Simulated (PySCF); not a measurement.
# BaF: bond curves at several levels of theory

The task here is to estimate one member of a computed series from the others.

Computed with PySCF 2.14.0. Level: Ba x2c-TZVPPall, F x2c-TZVPPall, spin-free X2C with a Gaussian nucleus.

The first run:

Settings of the job:

```yaml
atoms: Ba, F
charge: 0
basis: Ba x2c-TZVPPall, F x2c-TZVPPall
Hamiltonian: spin-free X2C with a Gaussian nucleus
basis_functions: 116
electrons_treated: 65
masses_in_u: 137.9052, 18.9984
levels: PBE0, PBE, r²SCAN, BHandHLYP, B97-3, BP86, r²SCAN0, HSE06, HF, MP2, SCS-MP2
grid: 80 radial by 434 angular points
occupations: held fixed by the projection of orbital angular momentum
dissociation_limit: Ba + F, each in its ground configuration
starting_distance_in_angstrom: 2.400
values_of_2S_to_try: 1, 3
```

On the command line:

```sh
> OMP_NUM_THREADS=2 python dia.py task.json out
```

Among the steps run: The job; PBE0 along the bond; Excited determinants; PBE (GGA); r²SCAN; BHandHLYP; B97-3; BP86; r²SCAN0 (hybrid meta-GGA); HSE06 (range-separated hybrid); UHF (mean field).

One of the session's tables, all rows but one given; the rest of the session is left out.

It belongs to the step «The curves together». Energy (eV) from each level's lowest point:

```
R (Å)    UHF  UHF-MP2  UHF-SCS-MP2    PBE   BP86
1.850  1.240    0.959        1.027  0.978  1.002
1.936  0.627    0.441        0.485  0.445  0.461
2.022  0.254    0.147        0.171  0.146  0.154
2.087  0.095    0.037        0.048  0.035  0.039
2.151  0.016    0.000        0.000  0.000  0.000
2.216      ?        ?            ?      ?      ?
2.302  0.053    0.111        0.090  0.119  0.111
2.409  0.204    0.299        0.267  0.311  0.300
2.538  0.460    0.588        0.545  0.603  0.588
2.710  0.864    1.019        0.967  1.036  1.018
```

Q: Estimate the row for R (Å) = 2.216 from the others.

Worked estimate for «UHF». A straight line through the neighbours (2.151, 0.016) and (2.302, 0.053) gives 0.016 + (0.053 − 0.016) × (2.216 − 2.151) / (2.302 − 2.151) = 0.032; a parabola fitted to 4 rows on both sides gives 0.005.

**Answer.** UHF: 0.000; UHF-MP2: 0.019; UHF-SCS-MP2: 0.010; PBE: 0.022; BP86: 0.019. In «UHF» the line misses by +0.032 and the parabola by +0.005.
